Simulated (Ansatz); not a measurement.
# LiSi16: the cost of one run

All numbers below are computed with Ansatz 0.2.0 (DFT PBEsol, plane waves, PAW, scalar-relativistic, no spin polarisation).

The COD entry's cell or inner coordinates are ideal or old and differ from later refinements, so a difference from it is no clean test against experiment.

## Step 1: The structure to begin with

The cell holds 17 atoms (LiSi16): a = 7.675 Å, b = 7.675 Å, c = 7.675 Å, α = 60.00°, β = 60.00°, γ = 60.00°.

Its coordinates follow in the input file.

## Step 2: End point A

Contents of input.yaml:

```yaml
crystal:
  lattice:
    - [0.0, 5.42712, 5.42712]
    - [5.42712, 0.0, 5.42712]
    - [5.42712, 5.42712, 0.0]
  atoms:
    - { symbol: Si, position: [0.375, 0.375, 0.375] }
    - { symbol: Si, position: [0.25, 0.25, 0.25] }
    - { symbol: Si, position: [0.375, 0.375, 0.875] }
    - { symbol: Si, position: [0.25, 0.25, 0.75] }
    - { symbol: Si, position: [0.375, 0.875, 0.375] }
    - { symbol: Si, position: [0.25, 0.75, 0.25] }
    - { symbol: Si, position: [0.375, 0.875, 0.875] }
    - { symbol: Si, position: [0.25, 0.75, 0.75] }
    - { symbol: Si, position: [0.875, 0.375, 0.375] }
    - { symbol: Si, position: [0.75, 0.25, 0.25] }
    - { symbol: Si, position: [0.875, 0.375, 0.875] }
    - { symbol: Si, position: [0.75, 0.25, 0.75] }
    - { symbol: Si, position: [0.875, 0.875, 0.375] }
    - { symbol: Si, position: [0.75, 0.75, 0.25] }
    - { symbol: Si, position: [0.875, 0.875, 0.875] }
    - { symbol: Si, position: [0.75, 0.75, 0.75] }
    - { symbol: Li, position: [0.5071482, 0.4979107, -0.0013937] }
total_charge: 1
basis:
  ecutwfc: 420.0
kpoints:
  mp_grid: { grid: [2, 2, 2] }
hamiltonian:
  xc: pbesol
scf:
  occupations: { method: gaussian, width: 0.05 }
  lower_state_search: "off"
relax:
  f_tol: 0.03
  max_steps: 60
  adjacent_minimum: "off"
```

The run is started by

```console
> ansatz run input.yaml --threads 1 --pin off --max-ram 3072MiB --backend cpu --events-out ev --progress --plain --runs-dir out
```

Q: Estimate wall time and peak memory on 1 thread of Arm Neoverse V1, shared host.

About 16 s, with a peak of 0.55 GiB.
